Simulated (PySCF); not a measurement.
# CH3Cl4NW (W(NMe)Cl4): the cost of one run

Computed with PySCF 2.14.0, with density-fitted response routines of our own, on a single molecule in the gas phase. Atoms count from 0, in the outputs and in this text.

**1. Starting geometry**

10 atoms, charge 0, multiplicity 1; geometry from: GFN2-xTB. The atoms were then displaced at random by about 0.03 Å, so the start is not that level's minimum.

Bonds of the start (Å): W0–N1 1.75, W0–Cl6 2.26, W0–Cl7 2.38, W0–Cl8 2.34, W0–Cl9 2.22, N1–C2 1.38, C2–H3 0.96, C2–H4 1.13, C2–H5 1.15.

**2. Optimising the geometry at PBE0-D3(BJ)/def2-SVP**

The job: settings as JSON, then the geometry in Å.

```
{"job": {"xc": "PBE0", "basis": "def2-SVP", "d3": "d3bj", "grid": 1, "maxiter": 40, "shake": 0.03, "kind": "geom"}, "charge": 0, "multiplicity": 1}
W      0.068990    -0.064090    -1.289320
N     -0.020840    -0.014230     0.457960
C     -0.071850    -0.022810     1.841690
H     -0.931750     0.133150     2.232930
H      0.360480    -0.995220     2.206890
H      0.610980     0.802680     2.252750
Cl     2.239330     0.016840    -1.916120
Cl     0.050630     2.224020    -1.955550
Cl    -2.189440     0.027580    -1.899450
Cl     0.008120    -2.184660    -1.927360
```

Launch:

```console
> OMP_NUM_THREADS=1 python probes_run.py task.json out
```

One launch serves the whole session: the jobs run in the order shown.

Q: Estimate the wall time and peak memory of this first job on 1 thread of AMD EPYC, shared host.

About 4.2 min, with a peak of 0.61 GiB.
